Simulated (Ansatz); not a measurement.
# SnTe (F-43m): levels without and with spin-orbit coupling from a Python script

Wanted for SnTe (F-43m): the levels without and with spin-orbit coupling.

Program: the Python package of Ansatz 0.2.0. The levels of theory stand in the script. These are calculated values, not measurements.

## (1) The system

It takes space group F-43m (No. 216, cubic). Conventional cell: a = 7.222 Å, b = 7.222 Å, c = 7.222 Å, α = 90.00°, β = 90.00°, γ = 90.00°. Sn (site symmetry -43m) is surrounded by 4 Te at 3.13 Å. Te (site symmetry -43m) is surrounded by 4 Sn at 3.13 Å.

The script holds or builds the structure itself.

## (2) The script

snte.py reads:

```python
"""What spin-orbit coupling does to the bands of SnTe."""

import ansatz as az

XC = "lda"
K_SPACING = 0.36
OCCUPATIONS = "Fixed"

cell = (
    az.Lattice.of([0.0, 3.611146, 3.611146], [3.611146, 0.0, 3.611146], [3.611146, 3.611146, 0.0])
    .atom("Sn", [0.0, 0.0, 0.0])
    .atom("Te", [0.75, 0.75, 0.75])
)

job = cell.calculation().functional(XC).kpoints(spacing=K_SPACING).occupations(OCCUPATIONS).band_table()
for label, variant in (("scalar-relativistic", job), ("spin-orbit", job.spin(soc=True))):
    r = variant.run().report
    zero = r["band_edges_ev"][0] if r.get("band_edges_ev") else r["fermi_energy_ev"]
    near = [round(e - zero, 3) for e in r["eigenvalues_ev"][0] if abs(e - zero) < 4]
    print(label)
    print("  band edges (eV):", [round(e, 3) for e in r.get("band_edges_ev") or []] or "none reported")
    print("  levels at k =", r["kpoints_frac"][0], "within 4 eV of the zero:", near)
```

## (3) The calls as engine input

The engine receives this input (first run):

```yaml
crystal:
  lattice:
    - [0.0, 3.611146, 3.611146]
    - [3.611146, 0.0, 3.611146]
    - [3.611146, 3.611146, 0.0]
  atoms:
    - { symbol: Sn, position: [0.0, 0.0, 0.0] }
    - { symbol: Te, position: [0.75, 0.75, 0.75] }
kpoints:
  mp_grid:
    kspacing: 0.36
hamiltonian:
  xc: lda
scf:
  occupations:
    method: fixed
output:
  eigenvalues: true
```

## (4) Running it

The run is started by

```bash
$ python snte.py
```

The program printed:

```text
DeckWarning: basis.ecutwfc = 420 eV, auto-derived from the records' recommended cutoffs: set by Sn (normal level)
scalar-relativistic
  band edges (eV): [4.392, 4.732]
  levels at k = [0.0, 0.0, 0.0] within 4 eV of the zero: [-1.629, -1.629, -1.629, 1.251, 1.251, 1.251]
spin-orbit
  band edges (eV): [4.577, 4.728]
  levels at k = [0.0, 0.0, 0.0] within 4 eV of the zero: [-2.365, -2.365, -1.567, -1.567, -1.567, -1.567, 0.693, 0.693, 1.243, 1.243, 1.243, 1.243, 3.968, 3.968]
```

(Warnings from the package without file and line, repeats left out.)

Wall time 10 s (1 thread of Arm Neoverse V1, shared host); peak memory 0.58 GiB.

## (5) What changed from run to run

The engine's inputs for the other runs:

Run 2, against run 1:

```diff
@@ -13,0 +14,3 @@
+magnetization:
+  noncollinear: true
+  spin_orbit: true
```

## (6) What each run gave

The 2 runs, in the order started:

```csv
run,spin-orbit,energy (eV/atom),gap on the mesh (eV),iterations in all,CPU time (s)
1,not set,-6353.2210,0.34,6,1.8
2,yes,-6355.5565,0.15,7,7.3
```

Totals under unlike functionals or potentials can't be compared directly.

## (7) What came out

| quantity | value |
| --- | --- |
| runs compared | 2 |
| gap on the mesh | 0.15 (with spin-orbit coupling) to 0.34 eV (without spin-orbit coupling) |

What this shows: The gap on the mesh runs from 0.15 eV (with spin-orbit coupling) to 0.34 eV (without spin-orbit coupling). In CPU time, run 2 (with spin-orbit coupling) cost about 4 times as much as run 1 (without spin-orbit coupling). Caveats:
- The computed bands are complete only to about 4.0 eV above the Fermi level.
- This cell is a computed structure, which may not be the phase found in nature.
- Gaps and levels are Kohn-Sham values on a finite set of k-points.
- With spin-orbit coupling each level holds one electron and, with inversion or at time-reversal points, comes in pairs; a window in energy can cut a split set.
